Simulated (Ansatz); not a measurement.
# BrClGaH3O2: the cost of one run

Method: RKS PBE-D4/def2-SVP, in Ansatz 0.2.0.

### Step 1. The structure to begin with

Bond lengths: Ga1–Cl2 2.590 Å, Ga1–O3 1.790 Å, O3–H4 1.010 Å, Ga1–O5 1.790 Å, O5–H6 1.010 Å, Ga1–Br7 2.720 Å, Cl2–H8 1.529 Å, Br7–H8 1.707 Å. Angles: Ga1–Cl2–H8 73.2°, Cl2–Ga1–O3 120.0°, Cl2–Ga1–O5 120.0°, Cl2–Ga1–Br7 71.6°, O3–Ga1–O5 120.0°, O3–Ga1–Br7 96.8°, O5–Ga1–Br7 101.3°, Ga1–O3–H4 109.5°, Ga1–O5–H6 109.5°, Ga1–Br7–H8 67.5°, Cl2–H8–Br7 147.6°.

Structure file:

```xyz
8

Ga    0.0000    0.0000    0.0000
Cl    0.0000    0.0000    2.5900
O     1.5501    0.0000   -0.8950
H     1.8500   -0.9519   -1.0499
O    -1.5501    0.0000   -0.8950
H    -2.0598   -0.8467   -0.6865
Br    0.1219    2.5784    0.8577
H     0.0692    1.4628    2.1491
```

### Step 2. A restrained relaxation towards end A

Springs on the bonds that form and break draw the guess towards this end; the thresholds are loose.

input.yaml

```yaml
crystal:
  periodic: [false, false, false]
  atoms:
    - { symbol: Ga, position_ang: [0.0, 0.0, 0.0] }
    - { symbol: Cl, position_ang: [0.0, 0.0, 2.59] }
    - { symbol: O, position_ang: [1.5501, 0.0, -0.895] }
    - { symbol: H, position_ang: [1.85, -0.9519, -1.0499] }
    - { symbol: O, position_ang: [-1.5501, 0.0, -0.895] }
    - { symbol: H, position_ang: [-2.0598, -0.8467, -0.6865] }
    - { symbol: Br, position_ang: [0.1219, 2.5784, 0.8577] }
    - { symbol: H, position_ang: [0.0692, 1.4628, 2.1491] }
basis:
  gaussian: { orbitals: def2-SVP }
hamiltonian:
  xc: pbe
  dispersion: d4
relax:
  f_tol: 0.15
  max_steps: 25
  restrain:
    - { distance: [0, 6], at: 3.62, k: 30.0 }
    - { distance: [7, 1], at: 2.57, k: 30.0 }
    - { distance: [0, 1], at: 2.24, k: 30.0 }
    - { distance: [7, 6], at: 1.55, k: 30.0 }
```

Launch:

```bash
$ ansatz run input.yaml --threads 4 --pin off --max-ram 5120MiB --backend cpu --events-out ev --progress --plain --runs-dir out
```

**Question.** How long does this run take on 4 threads of INTEL XEON PLATINUM 8581C at 2.10GHz (Emerald Rapids), shared host, and how much memory does it need?

About 12 s, with a peak of 0.22 GiB.
